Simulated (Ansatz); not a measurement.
# GeHO (sextet): wave-function methods side by side, cc-pVDZ

Aim: climb from Hartree-Fock through coupled cluster and multireference methods for GeHO (sextet) at one geometry and basis, and see what each rung misses.

Method: cc-pVDZ, core rule «outside noble gas», up to 15 orbitals frozen; program: Ansatz 0.2.0, Gaussian basis.

Plan: UHF; CCSD(T) on ROHF; CCSD(T) on UHF; BCCD(T) on ROHF; CISD; CCSDT(Q) on ROHF; CCSDT(Q) on UHF; CCSDTQ on ROHF; CCSDTQ on UHF; CASSCF and MRCISD+Q, 11 electrons in 9 orbitals; CASSCF and MRCISD+Q(relaxed), 11 electrons in 9 orbitals; CASSCF and NEVPT2, 11 electrons in 9 orbitals.

9 further runs of the same task are left out: 4 for a known fault of the program, 5 set aside as unsound or not needed.

**1. The geometry**

The geometry is a PBE0/def2-TZVP stationary point (not a proven minimum) of the parent state, kept for this charge and spin. No spin-orbit coupling is included. The filled d shell of Ge may be among the frozen orbitals whatever the setting's name suggests; the logs give the count.

3 atoms, charge 0, spin multiplicity 6.

Atoms are counted from 1 here; the program's logs count them from 0.

Bond lengths: Ge1–O2 1.855 Å, Ge1–H3 1.563 Å. Angles: O2–Ge1–H3 114.5°.

**2. UHF**

The input, in.yaml:

```yaml
crystal:
  periodic: [false, false, false]
  atoms:
    - {symbol: Ge, position_ang: [0.000000, -0.037540, 0.321995]}
    - {symbol: O, position_ang: [0.000000, 0.086176, -1.528961]}
    - {symbol: H, position_ang: [0.000000, 1.337542, 1.064259]}
basis:
  gaussian: {orbitals: cc-pVDZ}
magnetization: {spin_polarized: true, initial_magnetization: 5}
hamiltonian: {xc: hf}
output: {orbitals: {seedname: orbitals}}
```

The run is started by

```sh
$ ansatz run in.yaml --threads 1 --pin off --events-out ev --progress --plain --max-ram 2816MiB --backend cpu
```

The runs that follow: CCSD(T) on ROHF; CCSD(T) on UHF; BCCD(T) on ROHF; CISD; CCSDT(Q) on ROHF; CCSDT(Q) on UHF; CCSDTQ on ROHF; CCSDTQ on UHF; CASSCF and MRCISD+Q, 11 electrons in 9 orbitals; CASSCF and MRCISD+Q(relaxed), 11 electrons in 9 orbitals; CASSCF and NEVPT2, 11 electrons in 9 orbitals.

**Question.** What will the summary of the whole plan be? Wanted: UCCSDTQ below the RHF energy; RMP2 from UCCSDTQ; UMP2 from UCCSDTQ; RCCSD from UCCSDTQ; RCCSD(T) from UCCSDTQ; UCCSD(T) from UCCSDTQ; RCCSDT(Q) from UCCSDTQ; UCCSDT(Q) from UCCSDTQ; NEVPT2 valence from UCCSDTQ.

As calculated:

```
                              quantity                                                                               value
          UCCSDTQ below the RHF energy                                                                          -5.5012 eV
                     RMP2 from UCCSDTQ                                                                        +92.8 kJ/mol
                     UMP2 from UCCSDTQ                                                                        +92.5 kJ/mol
                    RCCSD from UCCSDTQ                                                                        +13.4 kJ/mol
                 RCCSD(T) from UCCSDTQ                                                                         +4.4 kJ/mol
                 UCCSD(T) from UCCSDTQ                                                                         +2.7 kJ/mol
                RCCSDT(Q) from UCCSDTQ                                                                         +1.8 kJ/mol
                UCCSDT(Q) from UCCSDTQ                                                                         +0.1 kJ/mol
           NEVPT2 valence from UCCSDTQ                                                                       +108.0 kJ/mol
         MRCISD+Q valence from UCCSDTQ                                                                         +5.0 kJ/mol
MRCISD+Q(relaxed) valence from UCCSDTQ                                                                         +2.2 kJ/mol
     levels within 1 kcal/mol (43 meV)  UCCSD(T), RCCSDT, UCCSDT, RCCSDT(Q), UCCSDT(Q), RCCSDTQ, MRCISD+Q(relaxed) valence
                         T1 diagnostic                                                                               0.025
        effectively unpaired electrons                                                                                5.01
```

RCCSD(T) lands +4.4 kJ/mol from the yardstick (0.8 % of the correlation energy). One determinant dominates. Of the multireference levels listed MRCISD+Q(relaxed) valence comes nearest in total energy (+2.2 kJ/mol), which doesn't show that its space is the better one. These misses are within one basis, not against nature; the frozen cores of restricted and unrestricted runs differ, which can shift their rows.
